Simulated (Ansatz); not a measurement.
# Si3NH7: taking an electron away

One table from this session's results is given with a row withheld; the runs are named, their logs left out.

Computed with Ansatz 0.2.0, Gaussian basis. Level: unrestricted cation, the program's frozen cores in correlated methods.

Levels to be run: UKS PBE-D4/def2-TZVPP; UKS r2SCAN-D4/def2-TZVPP; UKS PBE0-D4/def2-TZVPP; UKS B3LYP-D4/def2-TZVPP; UKS wB97X-V/def2-TZVPP; UKS wB97M-V/def2-TZVPP; UKS B2PLYP/def2-TZVPP; UHF-CCSD(T)/def2-TZVPP; UHF-MP2/def2-QZVPP; extrapolation to the limit; then −ε(HOMO) from the neutral's earlier runs with LDA (SPW92), PBE-D4, revPBE-D4, BLYP-D4, r2SCAN-D4, B97M-V, PBE0-D4, B3LYP-D4, r2SCANh-D4, r2SCAN0-D4, HSE06-D4, BHLYP-D4, CAM-B3LYP-D4, LC-ωPBE, ωB97X-V, ωB97M-V.

## Structure used throughout

All runs share one geometry, relaxed beforehand with PBE0-D4 in a triple-zeta def2 set.

SMILES `[SiH]N([SiH3])[SiH3]`, 11 atoms, charge 0, spin multiplicity 1.

Atoms are counted from 1 here; the program's logs count them from 0.

Bond lengths: Si1–N2 1.732 Å, Si1–H5 1.543 Å, N2–Si3 1.748 Å, N2–Si4 1.755 Å, Si3–H6 1.484 Å, Si3–H7 1.486 Å, Si3–H8 1.486 Å, Si4–H9 1.483 Å, Si4–H10 1.483 Å, Si4–H11 1.491 Å. Angles: N2–Si1–H5 94.4°, Si1–N2–Si3 121.0°, Si1–N2–Si4 118.8°, Si3–N2–Si4 120.2°, N2–Si3–H6 107.7°, N2–Si3–H7 110.3°, N2–Si3–H8 110.3°, H6–Si3–H7 110.1°, H6–Si3–H8 110.1°, H7–Si3–H8 108.4°, N2–Si4–H9 110.6°, N2–Si4–H10 110.6°, N2–Si4–H11 107.9°, H9–Si4–H10 110.0°, H9–Si4–H11 108.8°, H10–Si4–H11 108.8°.

As a file:

```
Si   -0.6156    2.0915    0.0088
N    -0.0540    0.4553    0.1012
Si    1.0732   -0.0408    1.3417
Si   -0.6366   -0.7057   -1.0782
H    -1.5106    1.8410   -1.2225
H     1.3739    1.1469    2.1790
H     2.3219   -0.5603    0.7258
H     0.4797   -1.1172    2.1769
H    -2.1098   -0.8487   -0.9875
H    -0.2499   -0.2965   -2.4501
H    -0.0067   -2.0225   -0.7745
```

Set-up of the first run:

in.yaml

```yaml
crystal:
  periodic: [false, false, false]
  atoms:
    - {symbol: Si, position_ang: [-0.615592, 2.091452, 0.008784]}
    - {symbol: N, position_ang: [-0.054011, 0.455326, 0.101155]}
    - {symbol: Si, position_ang: [1.073201, -0.040836, 1.341718]}
    - {symbol: Si, position_ang: [-0.636630, -0.705717, -1.078237]}
    - {symbol: H, position_ang: [-1.510640, 1.841003, -1.222523]}
    - {symbol: H, position_ang: [1.373940, 1.146918, 2.179003]}
    - {symbol: H, position_ang: [2.321851, -0.560345, 0.725759]}
    - {symbol: H, position_ang: [0.479679, -1.117182, 2.176914]}
    - {symbol: H, position_ang: [-2.109783, -0.848683, -0.987453]}
    - {symbol: H, position_ang: [-0.249913, -0.296471, -2.450056]}
    - {symbol: H, position_ang: [-0.006702, -2.022466, -0.774465]}
basis:
  gaussian: {orbitals: def2-TZVPP}
total_charge: 1
magnetization: {spin_polarized: true, initial_magnetization: 1}
hamiltonian: {xc: pbe, dispersion: d4}
```

Command:

```sh
$ ansatz run in.yaml --threads 2 --pin off --events-out ev --progress --plain --max-ram 32768MiB --backend cpu
```

Among the steps run: Cation, UKS PBE-D4/def2-TZVPP; Cation, UKS r2SCAN-D4/def2-TZVPP; Cation, UKS PBE0-D4/def2-TZVPP; Cation, UKS B3LYP-D4/def2-TZVPP; Cation, UKS wB97X-V/def2-TZVPP; Cation, UKS wB97M-V/def2-TZVPP; Cation, UKS B2PLYP (frozen core)/def2-TZVPP; Cation, UHF-CCSD(T)/def2-TZVPP; Cation, UHF-MP2/def2-QZVPP.

One of the session's tables, all rows but one given; the rest of the session is left out.

It belongs to the step «Ionisation energies side by side». Orbital estimates, from the neutral's runs:

```
  functional  −ε(HOMO) (eV)
 LDA (SPW92)           5.61
      PBE-D4           5.55
   revPBE-D4           5.52
     BLYP-D4           5.43
   r2SCAN-D4           5.75
      B97M-V           5.91
     PBE0-D4           6.61
    B3LYP-D4              ?
  r2SCANh-D4           6.14
  r2SCAN0-D4           6.73
    HSE06-D4           6.21
    BHLYP-D4           7.56
CAM-B3LYP-D4           7.88
     LC-ωPBE           9.17
     ωB97X-V           8.86
     ωB97M-V           8.70
```

Q: Estimate the row for B3LYP-D4 from the others.

Worked estimate for «−ε(HOMO) (eV)». Against the share of exact exchange, BLYP-D4 (0, 5.43), BHLYP-D4 (0.5, 7.56) give a slope of 4.26 per unit share; at 0.2 the line stands at 6.28.

As computed: −ε(HOMO) (eV): 6.43. In «−ε(HOMO) (eV)» the line misses by -0.15.
